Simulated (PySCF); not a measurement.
# C3H2Cl2O2 (malonyl chloride): the cost of one run

The runs use PySCF 2.14.0, with density-fitted response routines of our own; the level of theory stands in each step. All values are computed, except where a source is named. Atoms are numbered from 0 throughout.

### Step 1. The molecule as given

9 atoms, charge 0, multiplicity 1; geometry from: GFN2-xTB.

Bonds of the start (Å): O0–C1 1.18, C1–Cl2 1.76, C1–C3 1.51, C3–C4 1.51, C4–O5 1.18, C4–Cl6 1.76, C3–H7 1.09, C3–H8 1.09.

### Step 2. Excited states and response: B3LYP/def2-SVPD

Job settings and geometry (Å):

```
{"job": {"kind": "uv", "xc": "B3LYP", "basis": "def2-SVPD", "nstates": 8, "ntriplets": 3}, "charge": 0, "multiplicity": 1}
O      1.808340     1.341373     0.004001
C      1.215383     0.321738    -0.064024
Cl     1.767236    -0.992844    -1.089771
C     -0.060238    -0.042180     0.659685
C     -1.165238    -0.299360    -0.337138
O     -1.679105    -1.334178    -0.584202
Cl    -1.636598     1.176934    -1.164538
H      0.096734    -0.954824     1.238621
H     -0.332951     0.789334     1.312186
```

Level: TDDFT B3LYP/def2-SVPD, vertical, gas phase, core orbitals frozen in the response.

The run is started by

```console
OMP_NUM_THREADS=1 python probes_run.py task.json out
```

The driver reads the jobs from task.json and runs them one after another.

Q: Estimate the wall time and peak memory of this first job on 1 thread of Arm Neoverse V1, shared host.

About 25 s, with a peak of 0.65 GiB.
